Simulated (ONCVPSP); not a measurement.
**An ONCV potential for Al, from input to tests**

Task: generate the file, and judge it by its errors in other configurations, its logarithmic derivatives, its ghosts and its cutoff.

Method: ONCVPSP 4.0.1.1 (patched build), PBEsol, scalar-relativistic.

### Step 1. The atom and the settings

Typed settings, in words:

```
element                 : aluminium (Al, Z = 13)
type                    : optimised norm-conserving Vanderbilt (ONCV)
frozen core             : [He]
valence charge          : 11
reference configuration : 2s2 2p6 3s2 3p1
partial waves           : 2s+3s: rc 0.40 bohr, ncon 4, nbas 8, qcut 27.5 1/bohr, 2 projectors; 2p+3p: rc 0.90 bohr, ncon 3, nbas 6, qcut 16.1 1/bohr, 3 projectors, debl 1 Ha
local potential         : polynomial inside 0.35 bohr (lpopt 5, dvloc0 6 Ha)
core correction         : Teter function, fcfact 5, rcfact 1.45
```

An earlier all-electron run gives the scale for the radii.

All-electron outer shells of the reference configuration (PBEsol, scalar-relativistic, ld1.x):

| shell | level (eV) | outermost node (bohr) | outermost maximum (bohr) |
| --- | --- | --- | --- |
| 1s | -1507.83 | – | 0.08 |
| 2s | -107.85 | 0.16 | 0.50 |
| 2p | -69.54 | – | 0.43 |
| 3s | -7.71 | 0.80 | 2.09 |
| 3p | -2.69 | 0.82 | 2.64 |

### Step 2. Generation

Al.dat reads:

```
# ATOM AND REFERENCE CONFIGURATION
# atsym  z   nc   nv     iexc    psfile
  Al 13.00    1    4  -116133      upf
#
#   n    l    f
    1    0    2.00
    2    0    2.00
    2    1    6.00
    3    0    2.00
    3    1    1.00
#
# PSEUDOPOTENTIAL AND OPTIMIZATION
# lmax
    1
#
#   l,   rc,      ep,       ncon, nbas, qcut
    0    0.40    0.00    4    8   27.50
    1    0.90    0.00    3    6   16.10
#
# LOCAL POTENTIAL
# lloc, lpopt,  rc(5),   dvloc0
    4    5    0.35    6.00
#
# VANDERBILT-KLEINMAN-BYLANDER PROJECTORs
# l, nproj, debl
    0    2    2.70
    1    3    1.00
#
# MODEL CORE CHARGE
# icmod, fcfact, rcfact
    3    5.00    1.45
#
# LOG DERIVATIVE ANALYSIS
# epsh1, epsh2, depsh
   -5.00    5.00    0.04
#
# OUTPUT GRID
# rlmax, drl
    6.00    0.01
#
# TEST CONFIGURATIONS
# ncnf
    4
# nvcnf
#   n    l    f
    4
    2    0    2.00
    2    1    6.00
    3    0    2.00
    3    1    0.00
#
    4
    2    0    2.00
    2    1    6.00
    3    0    1.00
    3    1    0.00
#
    4
    2    0    2.00
    2    1    6.00
    3    0    0.00
    3    1    0.00
#
    4
    2    0    2.00
    2    1    5.00
    3    0    2.00
    3    1    1.00
#
```

The run is started by

```bash
$ oncvpsp.x < Al.dat > Al.out
```

The output, Al.out (without the consistency checks and plot data):

```text
ONCVPSP  (Optimized Norm-Conservinng Vanderbilt PSeudopotential)
scalar-relativistic version 4.0.1.1, modified

#   n    l    f        energy (Ha)
    1    0    2.00    -5.5411865E+01
    2    0    2.00    -3.9633103E+00
    2    1    6.00    -2.5555277E+00
    3    0    2.00    -2.8352285E-01
    3    1    1.00    -9.8840271E-02

Reference configufation results
  iterations    25
  all-electron total energy (Ha)   -2.42196117D+02

Begin loop to  construct optimized pseudo wave functions
and semi-local pseudopoentials for all angular momenta

Calculating optimized projector #   1

 for l=   0

    Fraction of norm inside rc  0.195145
    Optimizing pswf for qcut=  27.52 a_B^-1,  ecut= 378.57 Ha
    Residual kinetic energy error=  2.98D-05 Ha

    Energy error per electron        Cutoff
         Ha          eV             Ha
         0.01000     0.27211      115.76
         0.00100     0.02721      278.63
         0.00010     0.00272      341.90
         0.00001     0.00027      891.46

Calculating optimized projector #   2

 for l=   0

    Fraction of norm inside rc  0.012551
    Optimizing pswf for qcut=  27.52 a_B^-1,  ecut= 378.57 Ha
    Residual kinetic energy error=  3.19D-06 Ha

    Energy error per electron        Cutoff
         Ha          eV             Ha
         0.01000     0.27211       63.14
         0.00100     0.02721      108.31
         0.00010     0.00272      142.39
         0.00001     0.00027      247.40

   Wellstate for l =  1  n =  4
     eigenvalue =   0.9012
     asymptotic potential =   1.4012
     half-point radius =  4.1137

Calculating optimized projector #   1

 for l=   1

    Fraction of norm inside rc  0.843851
    Optimizing pswf for qcut=  16.08 a_B^-1,  ecut= 129.31 Ha
    Residual kinetic energy error=  2.28D-06 Ha

    Energy error per electron        Cutoff
         Ha          eV             Ha
         0.01000     0.27211       79.11
         0.00100     0.02721       95.88
         0.00010     0.00272      109.38
         0.00001     0.00027      120.82

Calculating optimized projector #   2

 for l=   1

    Fraction of norm inside rc  0.017773
    Optimizing pswf for qcut=  16.08 a_B^-1,  ecut= 129.31 Ha
    Residual kinetic energy error=  1.70D-07 Ha

    Energy error per electron        Cutoff
         Ha          eV             Ha
         0.01000     0.27211       52.01
         0.00100     0.02721       75.56
         0.00010     0.00272       94.53
         0.00001     0.00027      109.43

Calculating optimized projector #   3

 for l=   1

    Fraction of norm inside rc  0.028749
    Optimizing pswf for qcut=  16.08 a_B^-1,  ecut= 129.31 Ha
    Residual kinetic energy error=  4.86D-07 Ha

    Energy error per electron        Cutoff
         Ha          eV             Ha
         0.01000     0.27211       60.40
         0.00100     0.02721       82.89
         0.00010     0.00272      100.89
         0.00001     0.00027      114.37

Construct Vanderbilt / Kleinmman-Bylander projectors

B matrix Hermiticity error, ll=   0
   1   2    2.8094E-04

  Orthonormal projector coefficients -1.3736E+02  2.7249E+01

B matrix Hermiticity error, ll=   1
   1   2    1.3715E-04
   1   3   -2.5629E-04
   2   3    1.4906E-05

  Orthonormal projector coefficients -5.9166E+00 -4.7943E+00  2.4697E+00

Model core correction analysis
  based on d2Exc/dn_idn_j

d2excae - all-electron derivatives

   -7.560785D-02   -6.881335D-02   -3.800258D-03   -1.688257D-03
   -6.881442D-02   -7.390994D-02   -4.320225D-03   -2.289503D-03
   -3.800004D-03   -4.319987D-03   -3.746766D-02   -2.794587D-02
   -1.688336D-03   -2.289636D-03   -2.794506D-02   -2.897847D-02

d2excps - pseudofunction derivatives with no core correction

   -7.342159D-02   -7.306966D-02   -3.713439D-03   -1.889201D-03
   -7.306987D-02   -7.525100D-02   -4.545289D-03   -2.330225D-03
   -3.713100D-03   -4.545072D-03   -3.746279D-02   -2.795666D-02
   -1.889273D-03   -2.330375D-03   -2.795585D-02   -2.897885D-02

rms 2nd derivative error    1.639434E-03

rmatch, rhocmatch    0.2106   80.4824

Teter function model core charge with specified parameters

d2excps - pseudofunction derivatives with core correction

   -7.202704D-02   -7.165880D-02   -3.626936D-03   -1.827574D-03
   -7.165901D-02   -7.351544D-02   -4.451273D-03   -2.257806D-03
   -3.626639D-03   -4.451055D-03   -3.745734D-02   -2.795271D-02
   -1.827646D-03   -2.257951D-03   -2.795190D-02   -2.897592D-02

rms 2nd derivative error    1.353274E-03

Pseudoatom total energy  -80.201994

Diagnostic tests using Vanderbilt-Kleinman-Bylander pseudopotentials
  1 or more projectors used as specified by nproj input data

   l    rcore       rmatch      e in        delta e   norm test  slope test

   0   0.4018860   0.4140881  -3.9633103  -0.0000627   1.0001827   1.0000757
   0   0.4018860   0.4140881  -0.2835229   0.0000247   1.0001460   0.9988026

   1   0.9012188   0.9285817  -2.5555277  -0.0000325   1.0001340   1.0001606
   1   0.9012188   0.9285817  -0.0988403   0.0000059   1.0000878   1.0000905
   1   0.9012188   0.9285817   0.9011597   0.0000218   1.0003302   1.0003302

 Testing for bound ghosts
   n   l    E NL Schr. Eq   E Basis Diag.   E Cutoff

       0                      -43.758083   1609.09  WARNING - GHOST(-)
   1   0       -3.963373       -3.484805   1609.09
   2   0       -0.283498        9.393814   1609.09

   2   1       -2.555560       -2.554633    274.11
   3   1       -0.098834        0.665279    274.11

 Testing for highly-localized positive-energy ghosts
       l    <radius>/rc     E Basis Diag.   E Cutoff

Test configuration 0

   n   l     f        eae           eps        diff
   1   0  2.0000  -55.41186529
   2   0  2.0000   -3.96331035   -3.96337301   -6.27D-05
   2   1  6.0000   -2.55552771   -2.55556018   -3.25D-05
   3   0  2.0000   -0.28352285   -0.28349811    2.47D-05
   3   1  1.0000   -0.09884027   -0.09883433    5.94D-06

    Total energies and differences
      AE_ref= -2.42196117D+02  AE_tst= -2.42196117D+02  dif=  0.00D+00
      PS_ref= -8.02019940D+01  PS_tst= -8.02019940D+01  dif= -8.53D-14
      PSP excitation error=  8.53D-14

Test configuration 1

   n   l     f        eae           eps        diff
   1   0  2.0000  -55.72368339
   2   0  2.0000   -4.26961474   -4.26962511   -1.04D-05
   2   1  6.0000   -2.86222184   -2.86193959    2.82D-04
   3   0  2.0000   -0.54295255   -0.54291712    3.54D-05

    Total energies and differences
      AE_ref= -2.42196117D+02  AE_tst= -2.41985320D+02  dif=  2.11D-01
      PS_ref= -8.02019940D+01  PS_tst= -7.99912022D+01  dif=  2.11D-01
      PSP excitation error=  5.30D-06

Test configuration 2

   n   l     f        eae           eps        diff
   1   0  2.0000  -56.18811980
   2   0  2.0000   -4.72014152   -4.72030946   -1.68D-04
   2   1  6.0000   -3.31272871   -3.31242414    3.05D-04
   3   0  1.0000   -0.86914416   -0.86910264    4.15D-05

    Total energies and differences
      AE_ref= -2.42196117D+02  AE_tst= -2.41280807D+02  dif=  9.15D-01
      PS_ref= -8.02019940D+01  PS_tst= -7.92867084D+01  dif=  9.15D-01
      PSP excitation error=  2.49D-05

Test configuration 3

psatom: WARNING lschvkbb convergence error n,l,iter=   3   1   4
ea(ii),et,emin,emax -1.068839E-01 -1.175723E-01 -1.175723E-01 -1.175723E-01
run_config: WARNING for fully non-local PS atom, stg. 1
 WARNING no output for configuration 4

Test configuration 4

   n   l     f        eae           eps        diff
   1   0  2.0000  -56.71398668
   2   0  2.0000   -4.93039620   -4.92850376    1.89D-03
   2   1  5.0000   -3.55046417   -3.53662587    1.38D-02
   3   0  2.0000   -0.66804881   -0.66804978   -9.77D-07
   3   1  1.0000   -0.42285281   -0.42227388    5.79D-04

    Total energies and differences
      AE_ref= -2.42196117D+02  AE_tst= -2.39157330D+02  dif=  3.04D+00
      PS_ref= -8.02019940D+01  PS_tst= -7.71689808D+01  dif=  3.03D+00
      PSP excitation error=  5.77D-03
```

Wall time 5.5 s (1 thread of Neoverse-N1, shared host).

Partial waves on a coarse radial grid (AE all-electron, PS pseudo):

```csv
r (bohr),2s AE,2s PS,2p AE,2p PS
0.045,-0.5646,0.1060,0.1056,0.0407
0.090,-0.5259,0.2139,0.3185,0.1554
0.135,-0.2368,0.3306,0.5508,0.3288
0.180,0.1215,0.4678,0.7607,0.5371
0.225,0.4629,0.6310,0.9324,0.7537
0.270,0.7508,0.8110,1.0620,0.9539
0.315,0.9739,0.9865,1.1515,1.1184
0.360,1.1332,1.1337,1.2056,1.2354
0.405,1.2357,1.2355,1.2301,1.3015
0.450,1.2912,1.2909,1.2309,1.3210
0.495,1.3086,1.3084,1.2131,1.3023
0.540,1.2966,1.2964,1.1813,1.2566
0.585,1.2631,1.2629,1.1395,1.1951
0.630,1.2138,1.2136,1.0905,1.1265
0.675,1.1538,1.1536,1.0368,1.0569
0.720,1.0871,1.0869,0.9804,0.9897
0.765,1.0166,1.0165,0.9228,0.9260
0.810,0.9449,0.9448,0.8651,0.8658
0.855,0.8735,0.8734,0.8082,0.8082
0.900,0.8040,0.8039,0.7529,0.7528
0.945,0.7370,0.7369,0.6995,0.6994
0.990,0.6733,0.6732,0.6483,0.6482
1.035,0.6133,0.6132,0.5997,0.5996
1.080,0.5572,0.5571,0.5538,0.5537
1.125,0.5050,0.5049,0.5105,0.5104
1.170,0.4567,0.4567,0.4700,0.4699
```

Densities times 4π (e/bohr³); a dash where the program caps the true core:

```csv
r (bohr),pseudo valence,true core,model core
0.045,16.44,–,375.4
0.135,48.51,477.1,214.3
0.225,84.58,57.05,65.23
0.315,97,6.401,8.58
0.405,81.96,0.7458,0.2243
0.495,56.3,0.08872,0.00765
0.585,34.72,0.01089,0.0005706
0.675,20.66,0.001356,0.0003719
0.765,12.34,0.0001718,2.027e-06
0.855,7.46,2.174e-05,2.737e-05
0.945,4.565,2.829e-06,0
1.035,2.843,3.932e-07,0
1.125,1.83,0,0
```

### Step 3. Transferability, from the output's test configurations

1 test gave no usable energy difference (2s2 2p6 3s0 3p0).

The tests as a table, with energies relative to 2s2 2p6 3s2 3p1.

| valence configuration | charge | ΔE all-electron (eV) | error AE − PS (meV) |
| --- | --- | --- | --- |
| 2s2 2p6 3s2 3p0 | +1 | 5.736 | +0.1 |
| 2s2 2p6 3s1 3p0 | +2 | 24.907 | +0.7 |
| 2s2 2p5 3s2 3p1 | +1 | 82.690 | +157 |

### Step 4. Logarithmic derivatives

Taken from the files of the generation run. The phase is arctan(r·R′/R) of the radial function R, unwrapped, with energies in Ha. A pole is an energy at which the radial function vanishes at the test radius. The pseudo phase is shifted by a multiple of π to meet the all-electron one at the reference energy. Levels narrower than the energy grid can be missing from the poles. The last column is the largest difference on the grid between −0.5 and +0.5 Ha.

| channel | radius (bohr) | reference (Ha) | poles AE | poles PS | window around the reference with phases within 0.05 rad (Ha) | largest difference near zero (rad) |
| --- | --- | --- | --- | --- | --- | --- |
| s | 0.41 | -0.28 | none | none | the whole range | 0.000 |
| p | 0.91 | -0.10 | -0.96 | -0.96 | the whole range | 0.000 |

Phases (rad) along the scan:

```csv
E (Ha),s AE,s PS,p AE,p PS
-4.96,-0.331,-0.331,0.513,0.513
-4.48,-0.375,-0.375,0.229,0.229
-4.00,-0.419,-0.418,-0.170,-0.170
-3.52,-0.461,-0.461,-0.603,-0.603
-3.04,-0.502,-0.502,-0.950,-0.950
-2.56,-0.543,-0.543,-1.186,-1.186
-2.08,-0.582,-0.582,-1.345,-1.345
-1.60,-0.619,-0.619,-1.460,-1.460
-1.12,-0.655,-0.655,-1.546,-1.546
-0.64,-0.690,-0.690,-1.618,-1.618
-0.16,-0.724,-0.724,-1.679,-1.679
0.32,-0.756,-0.756,-1.736,-1.736
0.80,-0.787,-0.787,-1.791,-1.791
1.28,-0.817,-0.817,-1.847,-1.847
1.76,-0.845,-0.845,-1.907,-1.907
2.24,-0.872,-0.872,-1.975,-1.975
2.72,-0.898,-0.898,-2.053,-2.053
3.20,-0.923,-0.923,-2.149,-2.149
3.68,-0.947,-0.946,-2.269,-2.269
4.16,-0.969,-0.969,-2.423,-2.423
4.64,-0.991,-0.991,-2.624,-2.623
```

### Step 5. Plane-wave cutoff and ghosts

From the same output: the cutoffs (Ha) at which the residual kinetic energy of the hardest occupied pseudo-wave falls to 1 and 0.1 mHa per electron are 279 Ha and 342 Ha.

The program's own ghost test: GHOST(-) flagged for s at -1190.7 eV; no localised positive-energy state flagged.

Cutoff (Ha) at which the first wave of each channel reaches a given error (Ha per electron):

```csv
error,s,p
1.0e-02,115.8,79.1
3.2e-03,234.6,87.6
1.0e-03,278.6,95.9
3.2e-04,312.3,103.0
1.0e-04,341.9,109.4
3.2e-05,376.3,114.8
1.0e-05,891.5,120.8
```

### Step 6. Outcome

| quantity | value |
| --- | --- |
| cutoffs for 1 and 0.1 mHa per electron, occupied waves | 279 Ha and 342 Ha |
| bound ghosts | s at -1190.72 eV |
| GHOST(+) flags | none at low energy |
| largest test error (AE − PS) | +157 meV, for 2s2 2p5 3s2 3p1 (1 test unsolved) |
| largest phase difference near zero energy, channels read | 0.000 rad |
| rms error of d²Exc/dn², without and with the model core | 1.64 and 1.35 mHa |

A bound ghost (s) makes it unfit for use: electrons can fall into a state that the atom doesn't have. By total energies transferability is fair for so large an energy: the largest error is 157 meV on 82.7 eV, for 2s2 2p5 3s2 3p1. That test lies far up in energy; among those under 40 eV, nearer to bonding, the largest error is 0.7 meV. Of the tests 1 gave no usable energy difference, which is a warning in itself. The potential is very hard: the looser tolerance needs 279 Ha. At the looser tolerance the 2s wave is the slowest; 3s needs 108 Ha. Near zero energy the phases of the channels with partial waves agree within 0.001 rad. These are tests on the free atom; a crystal test is still owed.
